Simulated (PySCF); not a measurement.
# SeNF3: singlet, from a square planar start

Aim: relax SeNF3 as a singlet from a square planar start, check by its vibrations whether the end is a minimum, and collect its spectrum and constants.

Method: PBE0, basis Se def2-SVP, N def2-SVP, F def2-SVP, no relativity, density fitting; program: PySCF 2.14.0.

**1. Where the work starts**

5 atoms, charge 0, spin multiplicity 1.

Bond lengths: Se1–N2 1.670 Å, Se1–F3 1.800 Å, Se1–F4 1.800 Å, Se1–F5 1.800 Å. Angles: N2–Se1–F3 90.0°, N2–Se1–F4 180.0°, N2–Se1–F5 90.0°, F3–Se1–F4 90.0°, F3–Se1–F5 180.0°, F4–Se1–F5 90.0°.

Z-matrix (Å, degrees; charge 0 multiplicity 1):
```
Se
N  1 1.6700
F  1 1.8000 2 90.00
F  1 1.8000 3 90.00 2 180.00
F  1 1.8000 2 90.00 3 180.00
```

**2. First SCF at the start**

One driver script runs all steps and calls PySCF; scf.py shows how it sets up the SCF of each step. The optimiser is the driver's own. After this first run the driver tries any further starts and a stability analysis.

Input file scf.py:

```python
from pyscf import gto, scf, dft
mol = gto.M(atom='''
Se     0.000000     0.000000     0.000000
N     -0.000000    -1.670000     0.000000
F      1.800000     0.000000     0.000000
F      0.000000     1.800000     0.000000
F     -1.800000     0.000000     0.000000''',
    basis={'Se': 'def2-SVP', 'N': 'def2-SVP', 'F': 'def2-SVP'},
    charge=0, spin=0)
mf = dft.RKS(mol, xc='PBE0')
mf.grids.atom_grid = (50, 194)
aux = {'Se': 'def2-universal-JKFIT', 'N': 'def2-universal-JKFIT', 'F': 'def2-universal-JKFIT'}
mf = mf.density_fit(auxbasis=aux)
mf.conv_tol = 1e-08
mf.diis_space = 10
mf.max_cycle = 60
mf.init_guess = 'minao'
mf.verbose = 4
mf.kernel()
```

Launch:

```console
$ OMP_NUM_THREADS=2 python axn.py task.json out
```

Log:

```text
init E= -2753.98779971863
  HOMO = -0.272790116993286  LUMO = -0.235770446442868  gap/eV = 1.00736
cycle= 1 E= -2754.0848847838  delta_E= -0.0971  |g|= 1.11  |ddm|= 2.79
cycle= 2 E= -2753.49398864032  delta_E= 0.591  |g|= 2.14  |ddm|= 2.69
  HOMO = -0.302641326061003  LUMO = -0.226320707390767  gap/eV = 2.07679
cycle= 3 E= -2754.32620951993  delta_E= -0.832  |g|= 0.299  |ddm|= 1.76
  HOMO = -0.294174319656655  LUMO = -0.229455361984065  gap/eV = 1.76109
cycle= 4 E= -2754.33919607552  delta_E= -0.013  |g|= 0.147  |ddm|= 0.303
  HOMO = -0.293584382351723  LUMO = -0.222756704695076  gap/eV = 1.92732
cycle= 5 E= -2754.34293088048  delta_E= -0.00373  |g|= 0.0276  |ddm|= 0.101
  HOMO = -0.297576258240428  LUMO = -0.222907262240224  gap/eV = 2.03185
cycle= 6 E= -2754.34292960274  delta_E= 1.28e-06  |g|= 0.027  |ddm|= 0.0499
  HOMO = -0.296016118999403  LUMO = -0.223032406038974  gap/eV = 1.98599
cycle= 7 E= -2754.34311921246  delta_E= -0.00019  |g|= 0.00276  |ddm|= 0.0266
  HOMO = -0.296101809602535  LUMO = -0.222873108421682  gap/eV = 1.99265
cycle= 8 E= -2754.34312291229  delta_E= -3.7e-06  |g|= 0.000893  |ddm|= 0.00693
  HOMO = -0.2961058303849  LUMO = -0.22284200863603  gap/eV = 1.99361
cycle= 9 E= -2754.34312322872  delta_E= -3.16e-07  |g|= 0.000224  |ddm|= 0.00208
  HOMO = -0.296144337670728  LUMO = -0.222868927342054  gap/eV = 1.99393
cycle= 10 E= -2754.34312324804  delta_E= -1.93e-08  |g|= 7.01e-05  |ddm|= 0.000572
  HOMO = -0.296136443221104  LUMO = -0.222864030751791  gap/eV = 1.99384
cycle= 11 E= -2754.34312324923  delta_E= -1.19e-09  |g|= 1.57e-05  |ddm|= 7.08e-05
  HOMO = -0.296134770972984  LUMO = -0.222864065434498  gap/eV = 1.99380
Extra cycle  E= -2754.34312324886  delta_E= 3.68e-10  |g|= 4.47e-05  |ddm|= 4.89e-05
converged SCF energy = -2754.34312324886
```

This step, with its further starts and checks, ran for 3.9 s (2 threads of Arm Neoverse V2, shared host).

The test of internal stability found no lower closed-shell solution.

**3. Relaxation: square planar start, singlet**

The program finds C2v symmetry in the start, which this walk keeps.

Changes to scf.py since step 2:

```diff
@@ -3,5 +3,5 @@
-Se     0.000000     0.000000     0.000000
-N     -0.000000    -1.670000     0.000000
-F      1.800000     0.000000     0.000000
-F      0.000000     1.800000     0.000000
-F     -1.800000     0.000000     0.000000''',
+Se     0.000000    -0.071643     0.000000
+N      0.000000    -1.741643     0.000000
+F      1.800000    -0.071643     0.000000
+F      0.000000     1.728357     0.000000
+F     -1.800000    -0.071643     0.000000''',
@@ -17 +16,0 @@
-mf.init_guess = 'minao'
```

The optimiser's trace:

| step | energy (Eh) | change (kJ/mol) | largest symmetric gradient (Eh/bohr) |
| --- | --- | --- | --- |
| 0 | -2754.343123 | 0.00 | 0.04318 |
| 1 | -2754.368030 | -65.39 | 0.02232 |
| 2 | -2754.370249 | -71.22 | 0.00629 |
| 3 | -2754.370391 | -71.59 | 0.00172 |
| 4 | -2754.370395 | -71.60 | 0.00019 |
| 5 | -2754.370395 | -71.60 | 0.00001 |

The walk took 9.1 s.

Geometry (Å) and forces (eV/Å) at some steps:

```
step 0
Se   0.000  -0.072   0.000   0.000  -2.220   0.000
N    0.000  -1.742   0.000   0.000   0.281   0.000
F    1.800  -0.072   0.000  -0.119   1.935   0.000
F    0.000   1.728   0.000   0.000  -1.930   0.000
F   -1.800  -0.072   0.000   0.119   1.935   0.000
step 1
Se   0.000  -0.166   0.000   0.000  -1.148   0.000
N    0.000  -1.808   0.000   0.000   0.484   0.000
F    1.793   0.084   0.000  -0.676   0.416   0.000
F    0.000   1.578   0.000   0.000  -0.169   0.000
F   -1.793   0.084   0.000   0.676   0.416   0.000
step 3
Se   0.000  -0.202   0.000   0.000  -0.045   0.000
N    0.000  -1.829   0.000   0.000   0.088   0.000
F    1.753   0.126   0.000  -0.011  -0.005   0.000
F    0.000   1.551   0.000   0.000  -0.034   0.000
F   -1.753   0.126   0.000   0.011  -0.005   0.000
step 5
Se   0.000  -0.202   0.000   0.000   0.000   0.000
N    0.000  -1.827   0.000   0.000   0.001   0.000
F    1.753   0.125   0.000   0.000  -0.001   0.000
F    0.000   1.550   0.000   0.000   0.001   0.000
F   -1.753   0.125   0.000   0.000  -0.001   0.000
```

End point (C2v, 5 steps, 71.6 kJ/mol gained): Se–F 1.751 Å, Se–F 1.783 Å (×2), Se–N 1.625 Å; F–Se–F 79.4° (×2), F–Se–F 158.9°, F–Se–N 100.6° (×2), F–Se–N 180.0°.

**4. Vibrations and properties at this point**

On the finer grid the gradient is checked again; gradients at displacements of ±0.02 bohr then give force constants and infrared intensities.

Changes to scf.py since step 3:

```diff
@@ -3,5 +3,5 @@
-Se     0.000000    -0.071643     0.000000
-N      0.000000    -1.741643     0.000000
-F      1.800000    -0.071643     0.000000
-F      0.000000     1.728357     0.000000
-F     -1.800000    -0.071643     0.000000''',
+Se     0.000000    -0.151994     0.000000
+N      0.000000    -1.776975     0.000000
+F      1.753076     0.174938     0.000000
+F      0.000000     1.599233     0.000000
+F     -1.753076     0.174938     0.000000''',
@@ -11 +11 @@
-mf.grids.atom_grid = (50, 194)
+mf.grids.atom_grid = (75, 302)
@@ -14 +14 @@
-mf.conv_tol = 1e-08
+mf.conv_tol = 1e-10
```

This SCF starts from the last density.

Log of the central SCF (cycles and frontier levels):

```text
init E= -2754.37024054645
  HOMO = -0.321573351838182  LUMO = -0.199747523527142  gap/eV = 3.31505
cycle= 1 E= -2754.37024054634  delta_E= 1.06e-10  |g|= 2.41e-05  |ddm|= 2.48e-05
  HOMO = -0.321569300253571  LUMO = -0.199746805306655  gap/eV = 3.31496
cycle= 2 E= -2754.37024054528  delta_E= 1.06e-09  |g|= 7.24e-05  |ddm|= 7.77e-05
  HOMO = -0.321573426630237  LUMO = -0.199747251438697  gap/eV = 3.31506
cycle= 3 E= -2754.37024054642  delta_E= -1.14e-09  |g|= 1.16e-05  |ddm|= 6.59e-05
  HOMO = -0.321572629386503  LUMO = -0.199747332702039  gap/eV = 3.31504
cycle= 4 E= -2754.37024054645  delta_E= -3.09e-11  |g|= 4.89e-07  |ddm|= 1e-05
  HOMO = -0.321572614917006  LUMO = -0.199747314681288  gap/eV = 3.31504
Extra cycle  E= -2754.37024054645  delta_E= -1.82e-12  |g|= 8.3e-07  |ddm|= 9.43e-07
converged SCF energy = -2754.37024054645
```

The whole step took 41 s.

Geometry: C2v; Se–F 1.751 Å, Se–F 1.783 Å (×2), Se–N 1.625 Å; F–Se–F 79.4° (×2), F–Se–F 158.9°, F–Se–N 100.6° (×2), F–Se–N 180.0°.

Modes, for the most abundant isotopes:

```json
{"symmetry": "b1", "ω (cm⁻¹)": "156i", "IR (km/mol)": "0.0", "μ (u)": "18.00", "type": "bend"}
{"symmetry": "b1", "ω (cm⁻¹)": "183", "IR (km/mol)": "8.4", "μ (u)": "25.01", "type": "bend"}
{"symmetry": "a1", "ω (cm⁻¹)": "361", "IR (km/mol)": "19.4", "μ (u)": "22.34", "type": "bend"}
{"symmetry": "b2", "ω (cm⁻¹)": "387", "IR (km/mol)": "23.2", "μ (u)": "16.58", "type": "bend"}
{"symmetry": "b2", "ω (cm⁻¹)": "466", "IR (km/mol)": "11.4", "μ (u)": "19.54", "type": "bend"}
{"symmetry": "a1", "ω (cm⁻¹)": "567", "IR (km/mol)": "0.4", "μ (u)": "18.98", "type": "stretch"}
{"symmetry": "b2", "ω (cm⁻¹)": "640", "IR (km/mol)": "182", "μ (u)": "24.38", "type": "stretch"}
{"symmetry": "a1", "ω (cm⁻¹)": "664", "IR (km/mol)": "54.9", "μ (u)": "20.36", "type": "stretch"}
{"symmetry": "a1", "ω (cm⁻¹)": "1002", "IR (km/mol)": "0.0", "μ (u)": "16.09", "type": "stretch"}
```

1 mode is imaginary, the largest at 156i cm⁻¹: a saddle point, not a minimum.

Properties at this point:

| Quantity | Value |
| --- | --- |
| Dipole moment | 0.50 D |
| Highest occupied level | -8.75 eV |
| Lowest empty level | -5.44 eV |
| Rotational constants | 0.1759, 0.1444, 0.0793 cm⁻¹ |
| Zero-point energy (real modes) | 25.5 kJ/mol |
| Principal polarisabilities | 19.2, 34.7, 44.4 bohr³ |
| Atomisation energy without zero-point energy | 875 kJ/mol |
| Principal traceless quadrupole moments about the centre of mass | -5.37, -2.96, 8.33 D Å |

Charges (e) and bond orders:

```csv
atom,Mulliken,Löwdin,polar tensor,Mayer order to Se1
Se1,1.21,1.02,1.53,–
N2,-0.26,-0.30,-0.13,2.10
"F3,5",-0.33,-0.26,-0.50,0.78
F4,-0.28,-0.20,-0.41,0.81
```

Outer orbital energies (eV). occupied: -14.03, -12.76, -12.58, -12.19, -11.66, -11.57, -10.31, -8.75; empty: -5.44, -4.22, 1.41, 4.18.

Mulliken populations on Se1: s 7.56, p 14.63, d 10.60.

**5. Leaving the saddle point**

The atoms are moved a little along the softest imaginary mode and relaxed again.

The program finds Cs symmetry in the start, which this walk keeps. Threshold on the gradient: 0.0003 Eh/bohr, with a further test on the energy change.

Changes to scf.py since step 4:

```diff
@@ -3,5 +3,5 @@
-Se     0.000000    -0.151994     0.000000
-N      0.000000    -1.776975     0.000000
-F      1.753076     0.174938     0.000000
-F      0.000000     1.599233     0.000000
-F     -1.753076     0.174938     0.000000''',
+Se     0.000000    -0.151994    -0.009237
+N      0.000000    -1.776975    -0.109970
+F      1.753076     0.174938     0.119955
+F     -0.000000     1.599233    -0.120000
+F     -1.753076     0.174938     0.119955''',
@@ -11 +11 @@
-mf.grids.atom_grid = (75, 302)
+mf.grids.atom_grid = (50, 194)
@@ -14 +14 @@
-mf.conv_tol = 1e-10
+mf.conv_tol = 1e-08
```

Steps of the walk:

| step | energy (Eh) | change (kJ/mol) | largest symmetric gradient (Eh/bohr) |
| --- | --- | --- | --- |
| 0 | -2754.371796 | 0.00 | 0.00467 |
| 1 | -2754.376473 | -12.28 | 0.01183 |
| 2 | -2754.385107 | -34.95 | 0.02005 |
| 3 | -2754.396634 | -65.21 | 0.02157 |
| 4 | -2754.408308 | -95.86 | 0.03247 |
| 5 | -2754.433463 | -161.91 | 0.01904 |
| 6 | -2754.440220 | -179.65 | 0.04136 |
| 7 | -2754.442414 | -185.41 | 0.02314 |
| 8 | -2754.442834 | -186.51 | 0.01009 |
| 9 | -2754.442936 | -186.78 | 0.00707 |
| 10 | -2754.443000 | -186.94 | 0.00068 |
| 11 | -2754.442999 | -186.94 | 0.00106 |
| 12 | -2754.443002 | -186.95 | 0.00007 |

The walk took 26 s.

Positions (Å) and forces (eV/Å) along the way:

```
step 0
Se   0.000  -0.152  -0.009   0.000  -0.150  -0.059
N    0.000  -1.777  -0.110   0.000   0.241  -0.118
F    1.753   0.175   0.120  -0.168   0.028   0.169
F    0.000   1.599  -0.120   0.000  -0.146  -0.161
F   -1.753   0.175   0.120   0.168   0.028   0.169
step 1
Se   0.000  -0.143  -0.103   0.000  -0.499   0.460
N    0.000  -1.762  -0.195   0.000   0.123  -0.461
F    1.731   0.164   0.280  -0.608   0.225   0.194
F    0.000   1.597  -0.261   0.000  -0.073  -0.387
F   -1.731   0.164   0.280   0.608   0.225   0.194
step 6
Se   0.000  -0.253  -0.156   0.000   2.126   2.010
N    0.000  -1.654  -0.835   0.000  -0.905  -0.511
F    1.239   0.320   0.985  -0.636  -0.400  -0.832
F    0.000   1.287  -0.978   0.000  -0.421   0.165
F   -1.239   0.320   0.985   0.636  -0.400  -0.832
step 12
Se   0.000  -0.241  -0.122   0.000   0.003   0.003
N    0.000  -1.646  -0.829   0.000  -0.007   0.009
F    1.238   0.315   0.953  -0.002   0.005  -0.003
F    0.000   1.277  -0.954   0.000  -0.006  -0.007
F   -1.238   0.315   0.953   0.002   0.005  -0.003
```

End point (C3v, 12 steps, 186.9 kJ/mol gained): Se–F 1.732 Å (×3), Se–N 1.573 Å; F–Se–F 91.0° (×2), F–Se–F 91.3°, F–Se–N 124.5° (×3).

**6. Frequencies**

The same treatment as at the point before.

Changes to scf.py since step 5:

```diff
@@ -3,5 +3,5 @@
-Se     0.000000    -0.151994    -0.009237
-N      0.000000    -1.776975    -0.109970
-F      1.753076     0.174938     0.119955
-F     -0.000000     1.599233    -0.120000
-F     -1.753076     0.174938     0.119955''',
+Se    -0.000000    -0.201019    -0.101163
+N      0.000000    -1.606160    -0.808304
+F      1.235095     0.355394     0.977144
+F      0.000000     1.317064    -0.933766
+F     -1.235095     0.355394     0.977144''',
@@ -11 +11 @@
-mf.grids.atom_grid = (50, 194)
+mf.grids.atom_grid = (75, 302)
@@ -14 +14 @@
-mf.conv_tol = 1e-08
+mf.conv_tol = 1e-10
```

Log of the central SCF (cycles and frontier levels):

```text
init E= -2754.4430019635
  HOMO = -0.352681021644654  LUMO = -0.132629747688082  gap/eV = 5.98790
cycle= 1 E= -2754.44300196349  delta_E= 1.64e-11  |g|= 8.55e-06  |ddm|= 1.07e-05
  HOMO = -0.352679361258429  LUMO = -0.132629936559066  gap/eV = 5.98785
Extra cycle  E= -2754.44300196333  delta_E= 1.63e-10  |g|= 2.71e-05  |ddm|= 3.21e-05
converged SCF energy = -2754.44300196333
```

The whole step ran for 34 s (2 threads of Arm Neoverse V2, shared host).

Geometry: C3v; Se–F 1.731 Å (×3), Se–N 1.573 Å; F–Se–F 91.0° (×3), F–Se–N 124.5° (×3).

Harmonic modes (main isotopes):

```
symmetry  ω (cm⁻¹)  IR (km/mol)  μ (u)     type
       e       234         29.3  17.72     bend
       e       248          5.9  19.77     bend
      a1       359         25.6  21.47     bend
       e       674          218  22.66  stretch
      a1       690         87.3  20.42  stretch
      a1      1191         24.3  16.53  stretch
```

All wavenumbers are real: a minimum.

Constants and moments:

| Item | Value |
| --- | --- |
| Dipole moment | 0.59 D |
| Highest occupied level | -9.60 eV |
| Lowest empty level | -3.61 eV |
| Rotational constants | 0.1454, 0.1205, 0.1205 cm⁻¹ |
| Zero-point energy | 27.2 kJ/mol |
| Principal polarisabilities | 25.1, 25.1, 39.5 bohr³ |
| Atomisation energy without zero-point energy | 1066 kJ/mol |
| Principal traceless quadrupole moments about the centre of mass | -4.61, 2.31, 2.31 D Å |
| Entropy at 298.15 K and 1 bar | 310.8 J/(mol K) |
| Heat capacity Cp at 298.15 K | 81.3 J/(mol K) |
| Enthalpy at 298.15 K above 0 K | 17.08 kJ/mol |
| Rotational symmetry number | 3 |

Charges (e) and bond orders:

```
  atom  Mulliken  Löwdin  polar tensor  Mayer order to Se1
   Se1      1.28    1.05          2.00                   –
    N2     -0.35   -0.39         -0.31                2.42
F3,4,5     -0.31   -0.22         -0.56                0.86
```

Mulliken populations on Se1: s 7.45, p 14.59, d 10.68.

**7. The points found, side by side**

| spin | group | bonds | imaginary modes (cm⁻¹) | ΔE (kJ/mol) | with zero-point energy |
| --- | --- | --- | --- | --- | --- |
| singlet | C3v | Se–F 1.731 Å (×3), Se–N 1.573 Å | none | 0.0 | 0.0 |
| singlet | C2v | Se–F 1.751 Å, Se–F 1.783 Å (×2), Se–N 1.625 Å | 156i | 191.0 | – |

**8. What came out**

| quantity | value |
| --- | --- |
| minimum | singlet, C3v |
| geometry | Se–F 1.731 Å (×3), Se–N 1.573 Å; F–Se–F 91.0° (×3), F–Se–N 124.5° (×3) |
| wavenumbers (cm⁻¹) | 234 (e), 248 (e), 359 (a1), 674 (e), 690 (a1), 1191 (a1) |
| dipole moment | 0.59 D |
| highest occupied, lowest empty level | -9.60, -3.61 eV |
| polar-tensor charge of Se1 | +2.00 e |
| zero-point energy | 27.2 kJ/mol |
| entropy at 298.15 K | 310.8 J/(mol K) |
| atomisation energy (no zero-point energy) | 1066 kJ/mol |

What this shows: The square planar start (C2v) ends in a minimum of C3v symmetry, after a stop at a saddle point 191.0 kJ/mol higher, from which it was pushed off along an imaginary mode. The strongest infrared band lies at 674 cm⁻¹ (e, stretch). Other starts or spin states, not run here, may lie lower.

The search up to here took 1.9 min.
